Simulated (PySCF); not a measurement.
**CdI: bond curves at several levels of theory**

Aim: find the lowest electronic state of CdI, scan its bond at several levels of theory, and get bond length, wavenumber and dissociation energy from each curve.

The runs use PySCF 2.14.0; Cd def2-SVP with ECP28, I def2-SVP with ECP28, scalar-relativistic core potentials.

## Step 1: Set-up

A driver script around PySCF takes these settings:

- atoms: Cd, I
- charge: 0
- basis: Cd def2-SVP with ECP28, I def2-SVP with ECP28
- Hamiltonian: scalar-relativistic core potentials
- basis functions: 57
- electrons treated: 45
- masses in u: 113.9034, 126.9045
- levels: PBE0, PBE, r²SCAN, B3LYP, r²SCAN0, B97-3, CAM-B3LYP, HF, MP2, SCS-MP2
- grid: 80 radial by 434 angular points
- occupations: held fixed by the projection of orbital angular momentum
- dissociation limit: Cd + I, each in its ground configuration
- starting distance in angstrom: 2.710
- values of 2S to try: 1, 3

The run is started by

```bash
$ OMP_NUM_THREADS=1 python dia.py task.json out
```

The runs that follow: The PBE0 curve of the state that the search chose; Higher solutions at PBE0; PBE (GGA); r²SCAN; B3LYP (global hybrid GGA); r²SCAN0; B97-3; CAM-B3LYP (range-separated hybrid); UHF.

What does the calculation give? Wanted: for each run, Re; ωe; De; μ.

The runs gave:

Lowest PBE0 solution found, without spin–orbit coupling: ²Σ⁺ (doublet), unpaired electrons σ ↑. State 2 has its PBE0 minimum 4.76 eV higher. The other levels ran on the lowest alone.

| level | Re (Å) | ωe (cm⁻¹) | De (eV) | μ (D) |
| --- | --- | --- | --- | --- |
| UHF | 2.727 | 179.3 | 1.04 | -4.02 |
| UHF-MP2 | 2.667 | 191.8 | 1.14 | n/a |
| UHF-SCS-MP2 | 2.683 | 187.3 | 0.98 | n/a |
| PBE | 2.739 | 157.7 | 1.23 | -2.73 |
| r²SCAN | 2.699 | 172.8 | 1.39 | -3.00 |
| B3LYP | 2.755 | 154.7 | 1.03 | -2.97 |
| PBE0 | 2.706 | 170.9 | 1.29 | -3.13 |
| r²SCAN0 | 2.685 | 179.5 | 1.38 | -3.25 |
| B97-3 | 2.754 | 156.1 | 1.05 | -3.23 |
| CAM-B3LYP | 2.705 | 171.3 | 1.08 | -3.09 |

De is counted to Cd + I in their ground configurations. A positive dipole means Cd(−)I(+).

**Reading.** The methods spread over 0.088 Å in bond length, from UHF-MP2 to B3LYP. Among the levels with a De in the table, it runs from 0.98 eV (UHF-SCS-MP2) to 1.39 eV (r²SCAN).

Correlated steps freeze 4 core orbitals. These are scalar-relativistic numbers at best; spin–orbit coupling would shift them, the dissociation energy most. With spin–orbit coupling the term label itself may not hold.
